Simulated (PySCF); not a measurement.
# The bond of GeSe, level by level, part 2 of 2

PySCF 2.14.0; Ge def2-TZVPPD, Se def2-TZVPPD; no relativity.

## (14) RHF

The SCF at the reference distance, 2.145 Å, printed:

```text
******** <class 'pyscf.scf.hf_symm.SymAdaptedRHF'> ********
method = SymAdaptedRHF
[... 11 set-up lines left out, the same as in an earlier log ...]
max_memory 4900 MB (current use 1241 MB)
Overwritten attributes  get_occ get_hcore get_jk get_k get_j  of <class 'pyscf.scf.hf_symm.SymAdaptedRHF'>
<class 'pyscf.scf.hf_symm.SymAdaptedRHF'> does not have attributes  refdm
[... 1 set-up line left out, the same as in an earlier log ...]
init E= -4475.23043069741
cycle= 1 E= -4475.25049087516  delta_E= -0.0201  |g|= 0.14  |ddm|= 0.292
cycle= 2 E= -4475.25196434096  delta_E= -0.00147  |g|= 0.0722  |ddm|= 0.126
cycle= 3 E= -4475.25242894595  delta_E= -0.000465  |g|= 0.011  |ddm|= 0.0381
cycle= 4 E= -4475.25248491225  delta_E= -5.6e-05  |g|= 0.00258  |ddm|= 0.0236
cycle= 5 E= -4475.25249120927  delta_E= -6.3e-06  |g|= 0.00197  |ddm|= 0.00635
cycle= 6 E= -4475.25249324087  delta_E= -2.03e-06  |g|= 0.000561  |ddm|= 0.00386
cycle= 7 E= -4475.25249364068  delta_E= -4e-07  |g|= 0.000149  |ddm|= 0.00213
cycle= 8 E= -4475.25249367042  delta_E= -2.97e-08  |g|= 2.33e-05  |ddm|= 0.000577
cycle= 9 E= -4475.2524936708  delta_E= -3.77e-10  |g|= 6.47e-06  |ddm|= 6.13e-05
Extra cycle  E= -4475.25249367083  delta_E= -2.64e-11  |g|= 3.66e-06  |ddm|= 1.15e-05
converged SCF energy = -4475.25249367083
```

Re = 2.125 Å, ωe = 442 cm⁻¹, ωexe = 0.725 cm⁻¹, αe = 0.000239 cm⁻¹, Be = 0.09720 cm⁻¹, De = 2.82 eV, μ = -2.44 D.

## (15) Correlated methods on the Hartree–Fock reference

Reference: RHF; core orbitals frozen: 18.

The coupled-cluster run at the reference distance, 2.145 Å, printed:

```text
******** <class 'pyscf.cc.ccsd.CCSD'> ********
CC2 = 0
CCSD nocc = 15, nmo = 93
frozen orbitals [0, 1, 2, 3, 4, 5, 6, 7, 8, 9, 10, 11, 12, 13, 14, 15, 16, 17]
max_cycle = 80
direct = 0
conv_tol = 1e-07
conv_tol_normt = 1e-05
diis_space = 8
diis_start_cycle = 0
diis_start_energy_diff = 1e+09
max_memory 4900 MB (current use 1191 MB)
Init t2, MP2 energy = -4475.74024543757  E_corr(MP2) -0.487751766741009
Init E_corr(CCSD) = -0.487751766746245
cycle = 1  E_corr(CCSD) = -0.467837158033445  dE = 0.0199146087  norm(t1,t2) = 0.0824913
cycle = 2  E_corr(CCSD) = -0.486623334738632  dE = -0.0187861767  norm(t1,t2) = 0.0309011
cycle = 3  E_corr(CCSD) = -0.485305782469313  dE = 0.00131755227  norm(t1,t2) = 0.0214668
cycle = 4  E_corr(CCSD) = -0.486859741728552  dE = -0.00155395926  norm(t1,t2) = 0.00868821
cycle = 5  E_corr(CCSD) = -0.487377048894878  dE = -0.000517307166  norm(t1,t2) = 0.00253103
cycle = 6  E_corr(CCSD) = -0.487044529220865  dE = 0.000332519674  norm(t1,t2) = 0.00101026
cycle = 7  E_corr(CCSD) = -0.48704902266534  dE = -4.49344448e-06  norm(t1,t2) = 0.000223975
cycle = 8  E_corr(CCSD) = -0.487064842060828  dE = -1.58193955e-05  norm(t1,t2) = 5.53083e-05
cycle = 9  E_corr(CCSD) = -0.48706211900538  dE = 2.72305545e-06  norm(t1,t2) = 1.60106e-05
cycle = 10  E_corr(CCSD) = -0.487061608403095  dE = 5.10602285e-07  norm(t1,t2) = 3.21349e-06
cycle = 11  E_corr(CCSD) = -0.48706180419306  dE = -1.95789965e-07  norm(t1,t2) = 1.08854e-06
cycle = 12  E_corr(CCSD) = -0.487061780961899  dE = 2.32311606e-08  norm(t1,t2) = 3.74198e-07
CCSD converged
E(CCSD) = -4475.739555451787  E_corr = -0.487061780961899
CCSD(T) correction = -0.0243619925747805
```

Correlation energy (eV) along the bond:

| R (Å) | MP2 | SCS-MP2 | CCSD | CCSD(T) | T1 |
| --- | --- | --- | --- | --- | --- |
| 1.845 | -13.216 | -12.229 | n/a | n/a | n/a |
| 1.931 | -13.215 | -12.241 | -13.201 | -13.799 | 0.013 |
| 2.016 | -13.228 | -12.265 | -13.216 | -13.837 | 0.014 |
| 2.081 | -13.247 | -12.290 | -13.233 | -13.873 | 0.016 |
| 2.145 | -13.272 | -12.321 | -13.254 | -13.917 | 0.017 |
| 2.209 | -13.304 | -12.357 | -13.278 | -13.966 | 0.019 |
| 2.295 | -13.353 | -12.410 | -13.316 | -14.039 | 0.022 |
| 2.402 | -13.421 | -12.483 | -13.367 | -14.143 | 0.026 |
| 2.531 | -13.502 | -12.568 | -13.434 | -14.283 | 0.033 |
| 2.703 | -13.568 | -12.646 | n/a | n/a | n/a |

RHF-MP2: Re = 2.142 Å, ωe = 416 cm⁻¹, ωexe = 0.732 cm⁻¹, αe = 0.000260 cm⁻¹, Be = 0.09570 cm⁻¹, De = 5.27 eV.

RHF-SCS-MP2: Re = 2.145 Å, ωe = 415 cm⁻¹, ωexe = 0.736 cm⁻¹, αe = 0.000259 cm⁻¹, Be = 0.09543 cm⁻¹, De = 5.10 eV.

RHF-CCSD: Re = 2.138 Å, ωe = 423 cm⁻¹, ωexe = 0.747 cm⁻¹, αe = 0.000253 cm⁻¹, Be = 0.09602 cm⁻¹, De = 4.77 eV.

RHF-CCSD(T): Re = 2.153 Å, ωe = 406 cm⁻¹, ωexe = 0.844 cm⁻¹, αe = 0.000274 cm⁻¹, Be = 0.09470 cm⁻¹, De = 5.08 eV.

## (16) All curves

Energy (eV) from each level's lowest point:

| R (Å) | RHF | RHF-MP2 | RHF-SCS-MP2 | RHF-CCSD | RHF-CCSD(T) | PBE | PBEsol | revPBE | BLYP | BP86 | TPSS | r²SCAN | PBE0 | ωB97M-V |
| --- | --- | --- | --- | --- | --- | --- | --- | --- | --- | --- | --- | --- | --- | --- |
| 1.845 | 1.616 | 1.672 | 1.708 | n/a | n/a | 1.807 | 1.675 | 1.869 | 1.931 | 1.805 | 1.726 | 1.650 | 1.643 | 1.553 |
| 1.931 | 0.682 | 0.740 | 0.763 | 0.735 | 0.800 | 0.846 | 0.758 | 0.887 | 0.937 | 0.847 | 0.790 | 0.733 | 0.725 | 0.656 |
| 2.016 | 0.185 | 0.230 | 0.241 | 0.223 | 0.265 | 0.297 | 0.248 | 0.320 | 0.355 | 0.299 | 0.265 | 0.229 | 0.222 | 0.178 |
| 2.081 | 0.024 | 0.050 | 0.055 | 0.045 | 0.067 | 0.085 | 0.061 | 0.096 | 0.118 | 0.086 | 0.069 | 0.051 | 0.046 | 0.024 |
| 2.145 | 0.000 | 0.000 | 0.000 | 0.000 | 0.000 | 0.000 | 0.000 | 0.000 | 0.010 | 0.000 | 0.000 | 0.000 | 0.000 | 0.000 |
| 2.209 | 0.082 | 0.051 | 0.047 | 0.058 | 0.033 | 0.014 | 0.035 | 0.004 | 0.000 | 0.012 | 0.028 | 0.048 | 0.054 | 0.078 |
| 2.295 | 0.314 | 0.234 | 0.225 | 0.253 | 0.192 | 0.146 | 0.193 | 0.125 | 0.101 | 0.142 | 0.178 | 0.224 | 0.240 | 0.298 |
| 2.402 | 0.739 | 0.590 | 0.578 | 0.625 | 0.512 | 0.435 | 0.510 | 0.401 | 0.352 | 0.427 | 0.487 | 0.565 | 0.598 | 0.702 |
| 2.531 | 1.364 | 1.134 | 1.117 | 1.183 | 0.998 | 0.889 | 0.993 | 0.843 | 0.762 | 0.874 | 0.961 | 1.078 | 1.135 | 1.299 |
| 2.703 | 2.273 | 1.978 | 1.948 | n/a | n/a | 1.572 | 1.708 | 1.511 | 1.388 | 1.547 | 1.665 | 1.833 | 1.928 | 2.176 |

The whole job (state search and all levels along the bond) took 13 min on 2 threads of Arm Neoverse V1 (shared host), peak memory 4 GiB.

## (17) Results

What follows sums up all 2 parts.

Lowest PBE0 solution found, without spin–orbit coupling: ¹Σ⁺ (singlet), closed shell. State 2 has its PBE0 minimum 2.34 eV higher. State 3 has its PBE0 minimum 4.83 eV higher. The other levels ran on the lowest alone.

| level | Re (Å) | ωe (cm⁻¹) | De (eV) | μ (D) |
| --- | --- | --- | --- | --- |
| RHF | 2.125 | 442 | 2.82 | -2.44 |
| RHF-MP2 | 2.142 | 416 | 5.27 | n/a |
| RHF-SCS-MP2 | 2.145 | 415 | 5.10 | n/a |
| RHF-CCSD | 2.138 | 423 | 4.77 | n/a |
| RHF-CCSD(T) | 2.153 | 406 | 5.08 | n/a |
| PBE | 2.166 | 392 | 5.48 | -1.75 |
| PBEsol | 2.151 | 400 | 5.81 | -1.66 |
| revPBE | 2.173 | 388 | 5.19 | -1.79 |
| BLYP | 2.184 | 378 | 5.33 | -1.83 |
| BP86 | 2.167 | 390 | 5.48 | -1.74 |
| TPSS | 2.156 | 398 | 5.36 | -1.76 |
| r²SCAN | 2.143 | 410 | 5.31 | -1.70 |
| PBE0 | 2.140 | 416 | 5.14 | -1.89 |
| ωB97M-V | 2.126 | 432 | 5.03 | -2.05 |
| measured | 2.134629 | 408.7 | n/a | n/a |

De is counted to Ge + Se in their ground configurations. A positive dipole means Ge(−)Se(+).

Measured values: Huber and Herzberg, Constants of Diatomic Molecules, 1979.

Differences from the measured constants:

| level | Re (mÅ) | ωe (%) |
| --- | --- | --- |
| RHF | -9 | +8.2 |
| RHF-MP2 | +7 | +1.7 |
| RHF-SCS-MP2 | +10 | +1.6 |
| RHF-CCSD | +4 | +3.6 |
| RHF-CCSD(T) | +18 | -0.7 |
| PBE | +32 | -4.2 |
| PBEsol | +16 | -2.1 |
| revPBE | +39 | -5.0 |
| BLYP | +49 | -7.5 |
| BP86 | +33 | -4.7 |
| TPSS | +21 | -2.6 |
| r²SCAN | +8 | +0.4 |
| PBE0 | +5 | +1.9 |
| ωB97M-V | -9 | +5.6 |

Time per point (s) on 2 threads of Arm Neoverse V1, shared host (CPU time, shared integrals of 1.7 s apart; correlated levels include their reference; CCSD comes with the CCSD(T) run); the times are rough: RHF 1.4, RHF-MP2 2.4, RHF-SCS-MP2 2.4, RHF-CCSD(T) 92, PBE 3.5, PBEsol 2, revPBE 2, BLYP 2, BP86 2.1, TPSS 6, r²SCAN 5.3, PBE0 9.1, ωB97M-V 14.

The cheapest levels within 11 mÅ and 2.5 % of the measured constants: RHF-MP2 (2.4 s), RHF-SCS-MP2 (2.4 s). The dearest run takes 92 s.

In words: Judged by the measured constants: best bond length RHF-CCSD (+4 mÅ), worst BLYP (+49 mÅ); best wavenumber r²SCAN (+0.4 %), worst RHF (+8.2 %). Hartree–Fock falls on the short and stiff side, its usual fault. PBE gives a bond that is too long and too soft, as GGAs tend to. Among the levels with a De in the table, it runs from 2.82 eV (RHF) to 5.81 eV (PBEsol).

Correlated steps freeze 18 core orbitals.
